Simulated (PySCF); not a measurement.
# C5H6N2S: magnetic properties

Aim: compute the magnetic properties of C5H6N2S (`c1snnc1C1CC1`).

Computed with PySCF 2.14.0 and routines of our own; the level stands in each step. Atoms count from 0.

## 1. The system as given

14 atoms, charge 0, multiplicity 1; geometry from: GFN2-xTB.

## 2. Magnetic properties: GIAO PBE/pcSseg-1

The job: settings as JSON, then the geometry in Å.

```
{"job": {"kind": "mag", "xc": "PBE", "basis": "pcSseg-1", "isotopologues": 2}, "charge": 0, "multiplicity": 1}
C      1.977264     0.763221    -0.354688
S      3.323202    -0.170875     0.117971
N      2.327905    -1.372769     0.685082
N      1.110250    -1.117687     0.542644
C      0.830113     0.069636    -0.036253
C     -0.552030     0.500744    -0.261383
C     -1.600343     0.124943     0.754468
C     -1.595961    -0.538653    -0.579662
H      2.082132     1.722215    -0.816026
H     -0.635352     1.466449    -0.744001
H     -1.272503    -0.453932     1.603671
H     -2.368815     0.849385     0.976024
H     -2.360727    -0.278805    -1.295661
H     -1.265814    -1.564345    -0.629287
```

Level: GIAO PBE/pcSseg-1 magnetisability, rotational g tensor and spin-rotation constants, non-relativistic, gas phase.

Launch:

```
OMP_NUM_THREADS=1 python excited_run.py task.json out
```

The driver reads the jobs from task.json and runs them one after another.

Standard output:

```text
coarse grid: 12904 points
cycle   1  E = -701.0430802335  dE =  1.350e+00  |g| = 5.274e-01  |ddm| = 3.837e+00
cycle   2  E = -700.7895553196  dE =  2.535e-01  |g| = 1.092e+00  |ddm| = 1.845e+00
cycle   3  E = -701.0855899852  dE = -2.960e-01  |g| = 3.621e-01  |ddm| = 1.608e+00
cycle   4  E = -701.1171580199  dE = -3.157e-02  |g| = 8.094e-02  |ddm| = 4.169e-01
cycle   5  E = -701.1181523265  dE = -9.943e-04  |g| = 4.841e-02  |ddm| = 1.474e-01
cycle   6  E = -701.1186244642  dE = -4.721e-04  |g| = 2.461e-02  |ddm| = 6.944e-02
cycle   7  E = -701.1187677210  dE = -1.433e-04  |g| = 5.146e-03  |ddm| = 2.404e-02
cycle   8  E = -701.1187729618  dE = -5.241e-06  |g| = 1.434e-03  |ddm| = 5.313e-03
final grid: 122008 points
cycle   9  E = -701.1831369222  dE = -2.603e-05  |g| = 1.553e-02  |ddm| = 5.744e-02
cycle  10  E = -701.1828501925  dE =  2.867e-04  |g| = 3.581e-02  |ddm| = 5.111e-02
cycle  11  E = -701.1831716539  dE = -3.215e-04  |g| = 9.755e-03  |ddm| = 4.723e-02
cycle  12  E = -701.1831972616  dE = -2.561e-05  |g| = 1.128e-03  |ddm| = 1.076e-02
cycle  13  E = -701.1831975301  dE = -2.685e-07  |g| = 7.502e-04  |ddm| = 2.073e-03
cycle  14  E = -701.1831976640  dE = -1.339e-07  |g| = 1.950e-04  |ddm| = 7.853e-04
cycle  15  E = -701.1831976715  dE = -7.485e-09  |g| = 5.765e-05  |ddm| = 1.947e-04
cycle  16  E = -701.1831976721  dE = -6.764e-10  |g| = 1.757e-05  |ddm| = 6.583e-05
converged SCF energy = -701.1831976721

Magnetisability tensor (1e-30 J/T^2)
     -949.38       39.08       -4.59
       39.08    -1235.85     -295.09
       -4.59     -295.09    -1704.99
isotropic -1296.74   principal values   -1847.56  -1102.48   -940.18
isotropic susceptibility -78.092 1e-6 cm^3/mol

Inertial axes            a          b          c
rot. const./GHz      5.7003     1.1034     0.9963
chi total           -57.545    -65.468   -111.262
chi diamagnetic    -320.122  -1159.828  -1272.781
chi paramagnetic    262.577   1094.360   1161.519
quadrupole/D A        4.712     -2.256     -2.456
g nuclear            0.5979     0.5532     0.5524
g electronic        -0.7032    -0.5673    -0.5436
g total             -0.1053    -0.0141     0.0087

Spin-rotation constants (kHz, H = +C I.J)
atom  isotope        aa         bb         cc
  2    14N        2.028      0.245      0.080
  3    14N        1.979      0.281      0.060
  8     1H       -0.581      0.137     -0.121
  9     1H       -0.555      0.019     -0.105
 10     1H       -0.479     -0.043     -0.072
 11     1H       -0.221     -0.103     -0.069
 12     1H       -0.214     -0.105     -0.069
 13     1H       -0.480     -0.039     -0.074
  0    13C*       1.964      0.517      0.164
  1    33S*       3.888      0.469      0.410
  4    13C*       2.425      0.494      0.248
  5    13C*       0.804      0.162      0.143
  6    13C*       0.648      0.125      0.201
* in the singly substituted isotopologue

Isotopologues: g along a, b, c
2H    at 8,9,10,11,12,1    -0.0888    -0.0129     0.0078
13C   at 0                 -0.1039    -0.0141     0.0087
```

Run time: 43 s. Hardware: 1 thread of Arm Neoverse V1, shared host; peak memory 0.59 GiB.

Key values:

```tsv
quantity	value
magnetisability	-1297·10⁻³⁰ J/T²
molar susceptibility	-78.1·10⁻⁶ cm³/mol
rotational g (a, b, c)	-0.1053, -0.0141, 0.0087
```

The fields below are evaluated on a grid from the run's orbitals.

Frontier orbitals at PBE/pcSseg-1, with the share of their density that lies nearest to each atom:

```tsv
orbital	energy (eV)	lies on
HOMO	-5.92	N2, N3 about 36 % each; S1 15 %; C4 7 %
LUMO	-2.28	N2 29 %; S1 24 %; C0 19 %
```

ELF in a plane through or near 8 of the atoms.

Ten even steps from '0' (0.00) to '9' (1.00):
```
0000000000000000000000000000
0000000000000000000000000000
0000000000000000000000000000
0000000267300023100000000000
0000000899800299930000000000
0000001999920599960000000000
0000000799820599950000000000
0001111476630389820000000000
0035766748575825421000000000
0158941685822951655300000000
0169934151321653589620000000
0158932351588200378630000000
0024545736666710013310000000
0000003752769940000000000000
0000006997379940000000000000
0000017997126720000000000000
0000004774001100000000000000
0000000010000000000000000000
0000000000000000000000000000
0000000000000000000000000000
```
The map spans 11.8 Å across and 8.9 Å up, centred on the molecule. Atoms in the plane (x, y in Å): C0 (-2.0, 0.8), S1 (-3.3, -0.3), N2 (-2.3, -1.6), N3 (-1.1, -1.3), C4 (-0.8, 0.1), C5 (0.5, 0.6), H8 (-2.1, 1.9), H9 (0.6, 1.7).

log10 of the density (e/Å³) in the same plane.

Ten even steps from ' ' (-4.0) to '@' (2.2):
```
                                                        
                                                        
              ........      ....                        
          ..::::------::::::::--::::..                  
        ..::--========--::--======--::..                
      ..::::--==****++==--==++++++==::::..              
    ..::::--==++******====++****++==--::::..            
  ..::----====++**##**++++++******++==----::..          
..::--==++++******%%##******##@@**++++====--::..        
..::--==++************####************++==--::..        
..::==++**##@@##**++**####************++==--::..        
..::--++****##****++**##**++++++++****++==--::..        
..::--==++++****######@@##++======++++==--::..          
  ..::--====++**@@######**++==----====----::..          
    ..::--==++**##******++++==--------::::..            
      ..::--==++++++========--::::::......              
        ..::--======--------::..                        
            ..::::::::......                            
                ..                                      
                                                        
```
The map spans 11.8 Å across and 8.9 Å up, centred on the molecule. Atoms in the plane (x, y in Å): C0 (-2.0, 0.8), S1 (-3.3, -0.3), N2 (-2.3, -1.6), N3 (-1.1, -1.3), C4 (-0.8, 0.1), C5 (0.5, 0.6), H8 (-2.1, 1.9), H9 (0.6, 1.7).

On the surface of density 0.002 e/bohr³ the electrostatic potential runs, from the 1st to the 99th percentile, from -1.56 V near N2 to 1.35 V near H8.

## 3. Magnetic properties: GIAO CAM-B3LYP/pcSseg-1

Settings changed since step 2:

```diff
@@ -1,2 +1,2 @@
-{"job": {"kind": "mag", "xc": "PBE", "basis": "pcSseg-1", "isotopologues": 2}, "charge": 0, "multiplicity": 1}
+{"job": {"kind": "mag", "xc": "CAM-B3LYP", "basis": "pcSseg-1"}, "charge": 0, "multiplicity": 1}
 C      1.977264     0.763221    -0.354688
```

With the program's defaults for keys left out, this is: GIAO CAM-B3LYP/pcSseg-1 magnetisability, rotational g tensor and spin-rotation constants, non-relativistic, gas phase.

Standard output:

```text
coarse grid: 12904 points
cycle   1  E = -701.4651921342  dE =  1.868e+00  |g| = 3.527e-01  |ddm| = 3.732e+00
cycle   2  E = -701.4819351181  dE = -1.674e-02  |g| = 2.652e-01  |ddm| = 6.681e-01
cycle   3  E = -701.4958424082  dE = -1.391e-02  |g| = 1.064e-01  |ddm| = 3.589e-01
cycle   4  E = -701.4982006172  dE = -2.358e-03  |g| = 3.529e-02  |ddm| = 1.143e-01
cycle   5  E = -701.4984885806  dE = -2.880e-04  |g| = 8.898e-03  |ddm| = 4.510e-02
cycle   6  E = -701.4985130225  dE = -2.444e-05  |g| = 2.449e-03  |ddm| = 1.240e-02
cycle   7  E = -701.4985152460  dE = -2.224e-06  |g| = 1.076e-03  |ddm| = 4.285e-03
final grid: 122008 points
cycle   8  E = -701.5616889521  dE = -2.929e-05  |g| = 3.841e-03  |ddm| = 1.969e-02
cycle   9  E = -701.5616891813  dE = -2.292e-07  |g| = 3.886e-03  |ddm| = 6.630e-03
cycle  10  E = -701.5616926832  dE = -3.502e-06  |g| = 6.717e-04  |ddm| = 3.406e-03
cycle  11  E = -701.5616927726  dE = -8.938e-08  |g| = 2.859e-04  |ddm| = 8.697e-04
cycle  12  E = -701.5616927978  dE = -2.522e-08  |g| = 8.593e-05  |ddm| = 3.899e-04
cycle  13  E = -701.5616928004  dE = -2.636e-09  |g| = 2.847e-05  |ddm| = 1.388e-04
cycle  14  E = -701.5616928009  dE = -4.625e-10  |g| = 1.596e-05  |ddm| = 6.857e-05
converged SCF energy = -701.5616928009

Magnetisability tensor (1e-30 J/T^2)
     -948.84       36.71       -3.10
       36.71    -1257.57     -297.63
       -3.10     -297.63    -1730.60
isotropic -1312.34   principal values   -1874.44  -1120.80   -941.78
isotropic susceptibility -79.031 1e-6 cm^3/mol

Inertial axes            a          b          c
rot. const./GHz      5.7003     1.1034     0.9963
chi total           -57.494    -66.719   -112.880
chi diamagnetic    -320.634  -1160.344  -1273.254
chi paramagnetic    263.140   1093.625   1160.374
quadrupole/D A        4.732     -2.230     -2.502
g nuclear            0.5979     0.5532     0.5524
g electronic        -0.7047    -0.5669    -0.5431
g total             -0.1068    -0.0138     0.0093

Spin-rotation constants (kHz, H = +C I.J)
atom  isotope        aa         bb         cc
  2    14N        2.292      0.266      0.073
  3    14N        2.170      0.304      0.056
  8     1H       -0.584      0.136     -0.120
  9     1H       -0.550      0.015     -0.106
 10     1H       -0.473     -0.045     -0.072
 11     1H       -0.229     -0.103     -0.070
 12     1H       -0.222     -0.105     -0.070
 13     1H       -0.473     -0.042     -0.074
  0    13C*       2.032      0.544      0.156
  1    33S*       4.207      0.463      0.403
  4    13C*       2.490      0.506      0.230
  5    13C*       0.761      0.148      0.138
  6    13C*       0.610      0.116      0.192
* in the singly substituted isotopologue
```

It took 38 s on 1 thread of Arm Neoverse V1, shared host; peak memory 0.84 GiB.

In short:

```tsv
quantity	value
magnetisability	-1312·10⁻³⁰ J/T²
molar susceptibility	-79.0·10⁻⁶ cm³/mol
rotational g (a, b, c)	-0.1068, -0.0138, 0.0093
```

## 4. The levels compared

```tsv
level	ξ (10⁻³⁰ J/T²)	g(a)	g(b)	gap (eV)	functions	time
GIAO PBE/pcSseg-1	-1297	-0.1053	-0.0141	3.63	173	43 s
GIAO CAM-B3LYP/pcSseg-1	-1312	-0.1068	-0.0138	8.22	173	38 s
```

## 5. Summary of results

| quantity | value |
| --- | --- |
| magnetisability (step 2, GIAO PBE/pcSseg-1) | -1297·10⁻³⁰ J/T² |
| molar susceptibility (step 2, GIAO PBE/pcSseg-1) | -78.1·10⁻⁶ cm³/mol |
| rotational g (a, b, c) (step 2, GIAO PBE/pcSseg-1) | -0.1053, -0.0141, 0.0087 |
| surface potential, 1st and 99th percentile | -1.56 V and 1.35 V |
| magnetisability over the levels | -1312 to -1297·10⁻³⁰ J/T² |

By nearest atom (PBE/pcSseg-1), the HOMO sits on N2, N3 about 36 % each; S1 15 % and the LUMO on N2 29 %; S1 24 %. The magnetisability spreads by 1.2 % over 2 levels of like cost. Two levels can agree by chance, so this spread shows no convergence. Vibrational averaging and real surroundings are missing from these values.
